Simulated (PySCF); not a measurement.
# C3H5F3O (MeOCH2CF3): the cost of one run

Programs: PySCF 2.14.0, with density-fitted response routines of our own. Each step states its level of theory. These are calculated values for one molecule, in the gas phase or a continuum, unless marked as measured. Atoms count from 0, in the outputs and in this text.

## Step 1: The starting structure

12 atoms, charge 0, multiplicity 1; geometry from: GFN2-xTB. The atoms were then displaced at random by about 0.01 Å, so the start is not that level's minimum.

Bonds of the start (Å): C0–O1 1.44, O1–C2 1.40, C2–C3 1.51, C3–F4 1.37, C3–F5 1.33, C3–F6 1.34, C0–H7 1.08, C0–H8 1.08, C0–H9 1.11, C2–H10 1.11, C2–H11 1.07.

## Step 2: Geometry optimisation at PBE0-D3(BJ)/def2-TZVP

What the job is given:

```
{"job": {"xc": "PBE0", "basis": "def2-TZVP", "d3": "d3bj", "grid": 2, "shake": 0.01, "kind": "geom"}, "charge": 0, "multiplicity": 1}
C      1.677420    -0.276710    -0.110410
O      0.628270     0.113090    -1.022720
C     -0.508440     0.692880    -0.446560
C     -1.315350    -0.292250     0.359680
F     -2.579730     0.200180     0.558390
F     -0.848660    -0.555640     1.577370
F     -1.490290    -1.468110    -0.255760
H      2.524000    -0.524170    -0.735770
H      1.365730    -1.098100     0.525470
H      1.925710     0.588270     0.541240
H     -0.237700     1.519380     0.250280
H     -1.101260     1.072920    -1.250240
```

Command:

```sh
> OMP_NUM_THREADS=1 python probes_run.py task.json out
```

One launch serves the whole session: the jobs run in the order shown.

Q: Estimate the wall time and peak memory of this first job on 1 thread of Arm Neoverse V1, shared host.

About 3.5 min, with a peak of 1.1 GiB.
